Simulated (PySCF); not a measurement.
# C4H12Pb: NMR shieldings

Wanted: NMR shieldings for C4H12Pb (`[CH3][Pb]([CH3])([CH3])[CH3]`).

Computed with PySCF 2.14.0 and routines of our own; the level stands in each step. Atoms count from 0.

3 further runs of the same task are left out: 3 for a basis unfit for spin-orbit shieldings.

### 1 The system as given

17 atoms, charge 0, multiplicity 1; geometry from: GFN2-xTB.

### 2 NMR shieldings: PBE/x2c-SVPall-2c Pb:us-x2c-SVPall-2c, spin-free

Job settings and geometry (Å):

```
{"job": {"xc": "PBE", "basis": {"default": "x2c-SVPall-2c", "Pb": "us-x2c-SVPall-2c"}, "rel": "sf", "kind": "hnmr"}, "charge": 0, "multiplicity": 1}
Pb     0.002820     0.001320    -0.002930
C     -0.007450    -0.014060     2.296190
H     -1.025570     0.065370     2.650840
H      0.567870     0.822310     2.668810
H      0.426650    -0.936510     2.656510
C      2.172770     0.003950    -0.769990
H      2.174490    -0.114610    -1.844480
H      2.717210    -0.814000    -0.318980
H      2.651600     0.938240    -0.511830
C     -1.083860     1.883900    -0.750940
H     -0.965550     1.974090    -1.821620
H     -0.664500     2.755870    -0.268490
H     -2.135220     1.811860    -0.510250
C     -1.080670    -1.872380    -0.776840
H     -2.052630    -1.951570    -0.309090
H     -0.495430    -2.749630    -0.538110
H     -1.202540    -1.804180    -1.848800
```

Method: PBE/x2c-SVPall-2c Pb:us-x2c-SVPall-2c GIAO NMR shielding, spin-free X2C, Gaussian nuclei, gas phase.

The run is started by

```
> OMP_NUM_THREADS=1 python heavy_run.py task.json out
```

This one command runs all jobs of the session in turn.

Output:

```text
spin-free SCF
coarse grid: 59048 points
cycle   1  E = -21044.1714610656  dE = -9.592e-01  |g| = 8.860e-01  |ddm| = 1.375e+02
cycle   2  E = -21043.9332681195  dE =  2.382e-01  |g| = 1.152e+00  |ddm| = 2.100e+00
cycle   3  E = -21044.3140201191  dE = -3.808e-01  |g| = 1.873e-01  |ddm| = 1.531e+00
cycle   4  E = -21044.3208611321  dE = -6.841e-03  |g| = 7.904e-02  |ddm| = 3.109e-01
cycle   5  E = -21044.3218330483  dE = -9.719e-04  |g| = 4.479e-03  |ddm| = 1.095e-01
cycle   6  E = -21044.3218381153  dE = -5.067e-06  |g| = 1.983e-03  |ddm| = 8.422e-03
final grid: 124280 points
cycle   7  E = -21044.4010871323  dE = -2.341e-05  |g| = 5.767e-03  |ddm| = 7.910e-03
cycle   8  E = -21044.4010707162  dE =  1.642e-05  |g| = 8.360e-03  |ddm| = 1.550e-02
cycle   9  E = -21044.4010896201  dE = -1.890e-05  |g| = 2.439e-03  |ddm| = 1.345e-02
cycle  10  E = -21044.4010912603  dE = -1.640e-06  |g| = 7.108e-04  |ddm| = 3.530e-03
cycle  11  E = -21044.4010913839  dE = -1.236e-07  |g| = 8.277e-05  |ddm| = 1.123e-03
cycle  12  E = -21044.4010913849  dE = -9.422e-10  |g| = 2.422e-05  |ddm| = 9.220e-05
converged SCF energy = -21044.4010913849
check of the scalar solution
cycle   1  E = -21044.4010913851  dE = -2.104e+04  |FDS-SDF| = 2.125e+01
cycle   2  E = -21044.4201598309  dE = -1.907e-02  |FDS-SDF| = 1.365e-02
cycle   3  E = -21044.4201599065  dE = -7.565e-08  |FDS-SDF| = 1.672e-03
cycle   4  E = -21044.4201598581  dE =  4.842e-08  |FDS-SDF| = 9.082e-04
cycle   5  E = -21044.4201599449  dE = -8.681e-08  |FDS-SDF| = 4.060e-04
cycle   6  E = -21044.4201599823  dE = -3.739e-08  |FDS-SDF| = 7.385e-05
cycle   7  E = -21044.4201599842  dE = -1.881e-09  |FDS-SDF| = 2.227e-05
converged, E = -21044.4201599842

Field gradients (au) and densities at the nuclei (bohr^-3)
atom        Vxx        Vyy        Vzz        centre      nuclear mean
  0 Pb     0.0026     0.0503    -0.0528    2431353.925    2340147.613
  1 C     -0.0320    -0.0321     0.0641        113.878        113.878
  2 H     -0.1670    -0.1753     0.3423          0.369          0.369
  3 H     -0.1667    -0.1751     0.3417          0.369          0.369
  4 H     -0.1667    -0.1751     0.3419          0.369          0.369
  5 C     -0.0330    -0.0332     0.0662        113.878        113.878
  6 H     -0.1670    -0.1753     0.3423          0.369          0.369
  7 H     -0.1669    -0.1752     0.3421          0.369          0.369
  8 H     -0.1669    -0.1753     0.3422          0.369          0.369
  9 C     -0.0322    -0.0324     0.0646        113.878        113.878
 10 H     -0.1670    -0.1755     0.3425          0.369          0.369
 11 H     -0.1668    -0.1752     0.3420          0.369          0.369
 12 H     -0.1670    -0.1754     0.3425          0.369          0.369
 13 C     -0.0319    -0.0324     0.0643        113.878        113.878
 14 H     -0.1665    -0.1749     0.3413          0.369          0.369
 15 H     -0.1668    -0.1751     0.3419          0.369          0.369
 16 H     -0.1670    -0.1754     0.3424          0.369          0.369
without picture change
  0 Pb                           0.0363                   6665281.164

Core orbital energies (eV)
atom   shell        mean    spread
  0 Pb 1s       -87750.316   0.000
  0 Pb 2s       -15690.501   0.000
  0 Pb 3s        -3766.332   0.000
  0 Pb 4s         -851.407   0.000
  0 Pb 5s         -142.253   0.000
  0 Pb 2p       -13531.504   0.019
  0 Pb 3p        -3143.490   0.002
  0 Pb 4p         -645.905   0.000
  0 Pb 5p          -85.067   0.000
  0 Pb 3d        -2475.296   0.002
  0 Pb 4d         -399.104   0.002
  0 Pb 5d          -20.135   0.135
  0 Pb 4f         -130.865   0.003

Shielding tensors (ppm)
atom      isotropic    diamagn.    paramagn.     s11        s22        s33       span
  0 Pb     5600.37    10309.06    -4708.69    5598.12    5599.60    5603.38       5.26
  1 C       185.64      247.34      -61.70     175.82     175.98     205.12      29.30
  2 H        31.26       31.02        0.24      25.23      28.02      40.52      15.30
  3 H        31.24       30.99        0.26      25.22      27.99      40.53      15.30
  4 H        31.24       30.99        0.25      25.22      27.99      40.52      15.30
  5 C       185.55      247.28      -61.74     175.54     175.90     205.20      29.66
  6 H        31.24       30.98        0.26      25.21      28.01      40.51      15.30
  7 H        31.24       30.98        0.26      25.21      28.01      40.52      15.30
  8 H        31.23       30.97        0.26      25.21      27.99      40.50      15.29
  9 C       185.69      247.37      -61.68     175.84     176.03     205.19      29.35
 10 H        31.24       30.99        0.25      25.21      27.99      40.53      15.32
 11 H        31.25       31.00        0.25      25.20      28.02      40.53      15.33
 12 H        31.25       31.01        0.24      25.20      28.03      40.52      15.32
 13 C       185.68      247.35      -61.68     175.64     176.22     205.16      29.53
 14 H        31.24       30.99        0.25      25.22      28.00      40.52      15.30
 15 H        31.24       31.00        0.25      25.19      28.02      40.52      15.33
 16 H        31.24       30.99        0.25      25.20      28.00      40.53      15.32
```

Wall time 39 s (1 thread of Arm Neoverse V1, shared host); peak memory 1.1 GiB.

### 3 NMR shieldings: PBE/x2c-SVPall-2c Pb:us-x2c-SVPall-2c in water, spin-free

Settings changed since step 2:

```diff
@@ -1,2 +1,2 @@
-{"job": {"xc": "PBE", "basis": {"default": "x2c-SVPall-2c", "Pb": "us-x2c-SVPall-2c"}, "rel": "sf", "kind": "hnmr"}, "charge": 0, "multiplicity": 1}
+{"job": {"xc": "PBE", "basis": {"default": "x2c-SVPall-2c", "Pb": "us-x2c-SVPall-2c"}, "rel": "sf", "solvent": "water", "kind": "hnmr"}, "charge": 0, "multiplicity": 1}
 Pb     0.002820     0.001320    -0.002930
```

Level: PBE/x2c-SVPall-2c Pb:us-x2c-SVPall-2c GIAO NMR shielding, spin-free X2C, Gaussian nuclei, IEF-PCM water.

Output:

```text
spin-free SCF
coarse grid: 59048 points
cycle   1  E = -21044.1750119965  dE = -9.618e-01  |g| = 8.823e-01  |ddm| = 1.375e+02
cycle   2  E = -21043.9474839488  dE =  2.275e-01  |g| = 1.134e+00  |ddm| = 2.055e+00
cycle   3  E = -21044.3158874483  dE = -3.684e-01  |g| = 1.851e-01  |ddm| = 1.499e+00
cycle   4  E = -21044.3225676412  dE = -6.680e-03  |g| = 7.137e-02  |ddm| = 2.905e-01
cycle   5  E = -21044.3232557854  dE = -6.881e-04  |g| = 3.480e-03  |ddm| = 9.243e-02
cycle   6  E = -21044.3232591217  dE = -3.336e-06  |g| = 1.136e-03  |ddm| = 6.060e-03
final grid: 124280 points
cycle   7  E = -21044.4025105697  dE = -2.599e-05  |g| = 4.695e-03  |ddm| = 4.509e-03
cycle   8  E = -21044.4025081062  dE =  2.463e-06  |g| = 3.399e-03  |ddm| = 6.539e-03
cycle   9  E = -21044.4025085840  dE = -4.778e-07  |g| = 3.138e-03  |ddm| = 8.002e-03
cycle  10  E = -21044.4025114101  dE = -2.826e-06  |g| = 3.660e-04  |ddm| = 3.890e-03
cycle  11  E = -21044.4025114399  dE = -2.980e-08  |g| = 3.982e-05  |ddm| = 5.690e-04
cycle  12  E = -21044.4025114401  dE = -1.928e-10  |g| = 7.670e-06  |ddm| = 4.216e-05
converged SCF energy = -21044.4025114401
check of the scalar solution
cycle   1  E = -21044.4025114399  dE = -2.104e+04  |FDS-SDF| = 2.125e+01
cycle   2  E = -21044.4215802068  dE = -1.907e-02  |FDS-SDF| = 1.365e-02
cycle   3  E = -21044.4215802916  dE = -8.481e-08  |FDS-SDF| = 1.650e-03
cycle   4  E = -21044.4215802634  dE =  2.821e-08  |FDS-SDF| = 8.293e-04
cycle   5  E = -21044.4215803273  dE = -6.389e-08  |FDS-SDF| = 3.736e-04
cycle   6  E = -21044.4215803559  dE = -2.867e-08  |FDS-SDF| = 6.646e-05
converged, E = -21044.4215803559

Field gradients (au) and densities at the nuclei (bohr^-3)
atom        Vxx        Vyy        Vzz        centre      nuclear mean
  0 Pb     0.0020     0.0519    -0.0539    2431353.782    2340147.476
  1 C     -0.0326    -0.0327     0.0653        113.876        113.876
  2 H     -0.1670    -0.1753     0.3423          0.368          0.368
  3 H     -0.1666    -0.1751     0.3417          0.368          0.368
  4 H     -0.1667    -0.1751     0.3419          0.368          0.368
  5 C     -0.0337    -0.0338     0.0675        113.877        113.876
  6 H     -0.1670    -0.1753     0.3423          0.368          0.368
  7 H     -0.1669    -0.1752     0.3421          0.368          0.368
  8 H     -0.1669    -0.1753     0.3422          0.368          0.368
  9 C     -0.0329    -0.0331     0.0660        113.876        113.876
 10 H     -0.1670    -0.1755     0.3425          0.368          0.368
 11 H     -0.1668    -0.1752     0.3420          0.368          0.368
 12 H     -0.1670    -0.1754     0.3424          0.368          0.368
 13 C     -0.0326    -0.0330     0.0656        113.876        113.876
 14 H     -0.1664    -0.1749     0.3413          0.368          0.368
 15 H     -0.1668    -0.1751     0.3419          0.368          0.368
 16 H     -0.1670    -0.1754     0.3424          0.368          0.368
without picture change
  0 Pb                           0.0384                   6665280.779

Core orbital energies (eV)
atom   shell        mean    spread
  0 Pb 1s       -87750.212   0.000
  0 Pb 2s       -15690.396   0.000
  0 Pb 3s        -3766.227   0.000
  0 Pb 4s         -851.302   0.000
  0 Pb 5s         -142.148   0.000
  0 Pb 2p       -13531.399   0.019
  0 Pb 3p        -3143.385   0.002
  0 Pb 4p         -645.800   0.000
  0 Pb 5p          -84.961   0.000
  0 Pb 3d        -2475.191   0.002
  0 Pb 4d         -398.999   0.002
  0 Pb 5d          -20.029   0.134
  0 Pb 4f         -130.759   0.003

Shielding tensors (ppm)
atom      isotropic    diamagn.    paramagn.     s11        s22        s33       span
  0 Pb     5602.21    10309.00    -4706.79    5599.89    5601.47    5605.27       5.37
  1 C       186.43      247.65      -61.22     176.49     176.65     206.13      29.64
  2 H        31.24       31.04        0.20      25.17      28.02      40.53      15.36
  3 H        31.23       31.01        0.21      25.17      27.98      40.53      15.37
  4 H        31.23       31.02        0.21      25.16      27.99      40.53      15.36
  5 C       186.31      247.59      -61.27     176.19     176.54     206.21      30.02
  6 H        31.22       31.01        0.22      25.15      28.00      40.51      15.36
  7 H        31.22       31.01        0.22      25.15      28.00      40.52      15.37
  8 H        31.22       30.99        0.22      25.16      27.99      40.51      15.35
  9 C       186.46      247.68      -61.22     176.49     176.68     206.20      29.70
 10 H        31.23       31.01        0.21      25.16      27.99      40.53      15.38
 11 H        31.23       31.02        0.21      25.14      28.02      40.53      15.39
 12 H        31.23       31.03        0.20      25.14      28.02      40.52      15.38
 13 C       186.45      247.66      -61.21     176.29     176.87     206.17      29.88
 14 H        31.23       31.02        0.21      25.16      27.99      40.52      15.36
 15 H        31.22       31.02        0.20      25.13      28.01      40.52      15.39
 16 H        31.22       31.02        0.21      25.15      27.99      40.53      15.39
```

It took 41 s on 1 thread of Arm Neoverse V1, shared host; peak memory 1.1 GiB.

### 4 NMR shieldings: PBE/x2c-SVPall-2c Pb:us-x2c-SVPall-2c in dichloromethane, spin-free

Settings changed since step 3:

```diff
@@ -1,2 +1,2 @@
-{"job": {"xc": "PBE", "basis": {"default": "x2c-SVPall-2c", "Pb": "us-x2c-SVPall-2c"}, "rel": "sf", "solvent": "water", "kind": "hnmr"}, "charge": 0, "multiplicity": 1}
+{"job": {"xc": "PBE", "basis": {"default": "x2c-SVPall-2c", "Pb": "us-x2c-SVPall-2c"}, "rel": "sf", "solvent": "dichloromethane", "kind": "hnmr"}, "charge": 0, "multiplicity": 1}
 Pb     0.002820     0.001320    -0.002930
```

Level: PBE/x2c-SVPall-2c Pb:us-x2c-SVPall-2c GIAO NMR shielding, spin-free X2C, Gaussian nuclei, IEF-PCM dichloromethane.

Output:

```text
spin-free SCF
coarse grid: 59048 points
cycle   1  E = -21044.1744795925  dE = -9.614e-01  |g| = 8.828e-01  |ddm| = 1.375e+02
cycle   2  E = -21043.9452438625  dE =  2.292e-01  |g| = 1.137e+00  |ddm| = 2.062e+00
cycle   3  E = -21044.3155899463  dE = -3.703e-01  |g| = 1.855e-01  |ddm| = 1.504e+00
cycle   4  E = -21044.3223075832  dE = -6.718e-03  |g| = 7.244e-02  |ddm| = 2.938e-01
cycle   5  E = -21044.3230299891  dE = -7.224e-04  |g| = 3.579e-03  |ddm| = 9.484e-02
cycle   6  E = -21044.3230334872  dE = -3.498e-06  |g| = 1.224e-03  |ddm| = 6.305e-03
final grid: 124280 points
cycle   7  E = -21044.4022848212  dE = -2.585e-05  |g| = 4.766e-03  |ddm| = 4.823e-03
cycle   8  E = -21044.4022816681  dE =  3.153e-06  |g| = 3.822e-03  |ddm| = 7.324e-03
cycle   9  E = -21044.4022830519  dE = -1.384e-06  |g| = 3.127e-03  |ddm| = 8.529e-03
cycle  10  E = -21044.4022858567  dE = -2.805e-06  |g| = 4.069e-04  |ddm| = 3.909e-03
cycle  11  E = -21044.4022858941  dE = -3.739e-08  |g| = 4.504e-05  |ddm| = 6.357e-04
cycle  12  E = -21044.4022858944  dE = -2.728e-10  |g| = 1.032e-05  |ddm| = 4.823e-05
converged SCF energy = -21044.4022858944
check of the scalar solution
cycle   1  E = -21044.4022858944  dE = -2.104e+04  |FDS-SDF| = 2.125e+01
cycle   2  E = -21044.4213546089  dE = -1.907e-02  |FDS-SDF| = 1.365e-02
cycle   3  E = -21044.4213546916  dE = -8.264e-08  |FDS-SDF| = 1.654e-03
cycle   4  E = -21044.4213546591  dE =  3.245e-08  |FDS-SDF| = 8.410e-04
cycle   5  E = -21044.4213547257  dE = -6.655e-08  |FDS-SDF| = 3.783e-04
cycle   6  E = -21044.4213547570  dE = -3.131e-08  |FDS-SDF| = 6.650e-05
cycle   7  E = -21044.4213547575  dE = -4.802e-10  |FDS-SDF| = 7.970e-06
converged, E = -21044.4213547575

Field gradients (au) and densities at the nuclei (bohr^-3)
atom        Vxx        Vyy        Vzz        centre      nuclear mean
  0 Pb     0.0021     0.0516    -0.0537    2431353.811    2340147.503
  1 C     -0.0326    -0.0326     0.0651        113.877        113.877
  2 H     -0.1670    -0.1753     0.3423          0.369          0.369
  3 H     -0.1666    -0.1751     0.3417          0.368          0.368
  4 H     -0.1667    -0.1751     0.3419          0.368          0.368
  5 C     -0.0336    -0.0337     0.0674        113.877        113.877
  6 H     -0.1670    -0.1753     0.3423          0.369          0.369
  7 H     -0.1669    -0.1752     0.3421          0.368          0.368
  8 H     -0.1669    -0.1753     0.3422          0.368          0.368
  9 C     -0.0328    -0.0330     0.0658        113.877        113.877
 10 H     -0.1670    -0.1755     0.3425          0.368          0.368
 11 H     -0.1668    -0.1752     0.3420          0.368          0.368
 12 H     -0.1670    -0.1754     0.3424          0.369          0.369
 13 C     -0.0325    -0.0329     0.0654        113.877        113.876
 14 H     -0.1664    -0.1749     0.3413          0.368          0.368
 15 H     -0.1668    -0.1751     0.3419          0.368          0.368
 16 H     -0.1670    -0.1754     0.3424          0.368          0.368
without picture change
  0 Pb                           0.0380                   6665280.855

Core orbital energies (eV)
atom   shell        mean    spread
  0 Pb 1s       -87750.221   0.000
  0 Pb 2s       -15690.406   0.000
  0 Pb 3s        -3766.237   0.000
  0 Pb 4s         -851.311   0.000
  0 Pb 5s         -142.158   0.000
  0 Pb 2p       -13531.408   0.019
  0 Pb 3p        -3143.394   0.002
  0 Pb 4p         -645.809   0.000
  0 Pb 5p          -84.971   0.000
  0 Pb 3d        -2475.201   0.002
  0 Pb 4d         -399.009   0.002
  0 Pb 5d          -20.039   0.134
  0 Pb 4f         -130.769   0.003

Shielding tensors (ppm)
atom      isotropic    diamagn.    paramagn.     s11        s22        s33       span
  0 Pb     5601.76    10309.01    -4707.25    5599.46    5601.02    5604.81       5.35
  1 C       186.30      247.60      -61.30     176.39     176.55     205.97      29.58
  2 H        31.24       31.04        0.21      25.18      28.02      40.53      15.35
  3 H        31.23       31.01        0.22      25.18      27.98      40.53      15.36
  4 H        31.23       31.01        0.22      25.17      27.99      40.53      15.35
  5 C       186.19      247.54      -61.35     176.09     176.44     206.05      29.96
  6 H        31.22       31.00        0.22      25.16      28.00      40.51      15.35
  7 H        31.23       31.00        0.23      25.16      28.00      40.52      15.36
  8 H        31.22       30.99        0.23      25.16      27.99      40.51      15.34
  9 C       186.34      247.62      -61.29     176.39     176.58     206.03      29.64
 10 H        31.23       31.01        0.22      25.16      27.99      40.53      15.37
 11 H        31.23       31.02        0.21      25.15      28.02      40.53      15.38
 12 H        31.23       31.03        0.20      25.15      28.02      40.52      15.37
 13 C       186.32      247.61      -61.28     176.19     176.77     206.01      29.82
 14 H        31.23       31.01        0.22      25.17      28.00      40.52      15.36
 15 H        31.23       31.02        0.21      25.14      28.01      40.52      15.38
 16 H        31.23       31.01        0.21      25.16      27.99      40.53      15.38
```

It took 45 s on 1 thread of Arm Neoverse V1, shared host; peak memory 1.1 GiB.

### 5 Shieldings side by side

| run | Pb0 | C1 | C13 | C9 | C5 | H12 | H6 | time |
| --- | --- | --- | --- | --- | --- | --- | --- | --- |
| step 2, PBE/x2c-SVPall-2c Pb:us-x2c-SVPall-2c, spin-free | 5600.4 | 185.6 | 185.7 | 185.7 | 185.5 | 31.2 | 31.2 | 39 s |
| step 3, PBE/x2c-SVPall-2c Pb:us-x2c-SVPall-2c in water, spin-free | 5602.2 | 186.4 | 186.4 | 186.5 | 186.3 | 31.2 | 31.2 | 41 s |
| step 4, PBE/x2c-SVPall-2c Pb:us-x2c-SVPall-2c in dichloromethane, spin-free | 5601.8 | 186.3 | 186.3 | 186.3 | 186.2 | 31.2 | 31.2 | 45 s |

### 6 Outcome

```
                                                                                quantity                                                    value
                   shieldings (step 2, PBE/x2c-SVPall-2c Pb:us-x2c-SVPall-2c, spin-free)  Pb0 5600.4, C1 185.6, C5 185.5, C9 185.7, C13 185.7 ppm
          shieldings (step 3, PBE/x2c-SVPall-2c Pb:us-x2c-SVPall-2c in water, spin-free)  Pb0 5602.2, C1 186.4, C5 186.3, C9 186.5, C13 186.4 ppm
shieldings (step 4, PBE/x2c-SVPall-2c Pb:us-x2c-SVPall-2c in dichloromethane, spin-free)  Pb0 5601.8, C1 186.3, C5 186.2, C9 186.3, C13 186.3 ppm
```

In words: Pb0 moves most between the runs, by 2 ppm; the labels say what changes from run to run. No run holds spin-orbit coupling, which is large for shieldings at and beside heavy atoms. The geometry comes from tight binding, which is rough for metal atoms, and these values hang on it.
